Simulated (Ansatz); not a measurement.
# CH3GaMg: one structure at several levels

One table from this session's results is given with a row withheld; the runs are named, their logs left out.

Program: Ansatz 0.2.0, Gaussian basis. Level of theory: single points in def2-TZVPP. These are calculated values, not measurements.

Correlated methods freeze the cores. Filled d shells of the heavier atoms are correlated. The outer core shell of Li, Na, Mg and K is correlated.

**Starting geometry**

6 atoms, charge 0, spin multiplicity 1.

Atoms are counted from 1 here; the program's logs count them from 0.

Bond lengths: C1–Mg2 2.037 Å, C1–Ga3 2.209 Å, C1–H4 1.263 Å, C1–H5 1.129 Å, Ga3–H6 1.830 Å. Angles: Mg2–C1–Ga3 84.9°, Mg2–C1–H4 120.2°, Mg2–C1–H5 115.7°, Ga3–C1–H4 122.3°, Ga3–C1–H5 121.8°, H4–C1–H5 94.5°, C1–Ga3–H6 123.1°.

Geometry (Å):

```xyz
6

C    -0.14390   -0.43220   -0.63490
Mg    1.30400   -1.77530   -0.13510
Ga    0.52210    0.65880    1.16640
H    -1.33850   -0.81330   -0.78960
H    -0.05960    0.01640   -1.66790
H    -0.32010    2.15620    1.79560
```

The first run:

File run/in.yaml:

```yaml
crystal:
  periodic: [false, false, false]
  atoms:
    - {symbol: C, position_ang: [-0.143900, -0.432200, -0.634900]}
    - {symbol: Mg, position_ang: [1.304000, -1.775300, -0.135100]}
    - {symbol: Ga, position_ang: [0.522100, 0.658800, 1.166400]}
    - {symbol: H, position_ang: [-1.338500, -0.813300, -0.789600]}
    - {symbol: H, position_ang: [-0.059600, 0.016400, -1.667900]}
    - {symbol: H, position_ang: [-0.320100, 2.156200, 1.795600]}
basis:
  gaussian: {orbitals: def2-TZVPP}
correlation: {method: ccsd_t}
output: {forces: true}
```

No record of the launch command was kept for these runs.

Steps of the session up to this table: CCSD(T)/def2-TZVPP; PBE0-D4/def2-TZVPP; wB97M-V/def2-TZVPP; r2SCAN-D4/def2-TZVPP; PBE-D4/def2-TZVPP; BHLYP-D4/def2-TZVPP; r2SCAN0-D4/def2-TZVPP.

One of the session's tables, all rows but one given; the rest of the session is left out.

| method | RMS force component (eV/Å) | angle to CCSD(T) forces (°) | dipole (D) |
| --- | --- | --- | --- |
| CCSD(T) | 1.225 | reference | 3.70 |
| PBE0-D4 | 1.226 | 3.8 | 4.10 |
| wB97M-V | 1.256 | 5.7 | 4.73 |
| r2SCAN-D4 | ? | ? | ? |
| PBE-D4 | 1.117 | 4.6 | 3.72 |
| BHLYP-D4 | 1.342 | 5.8 | 4.48 |
| r2SCAN0-D4 | 1.275 | 5.1 | 4.34 |

**Question.** Estimate the row for r2SCAN-D4.

As computed: RMS force component (eV/Å): 1.197; angle to CCSD(T) forces (°): 3.9; dipole (D): 4.03. In the column «RMS force component (eV/Å)» it lies between PBE-D4 (1.117) and CCSD(T) (1.225).
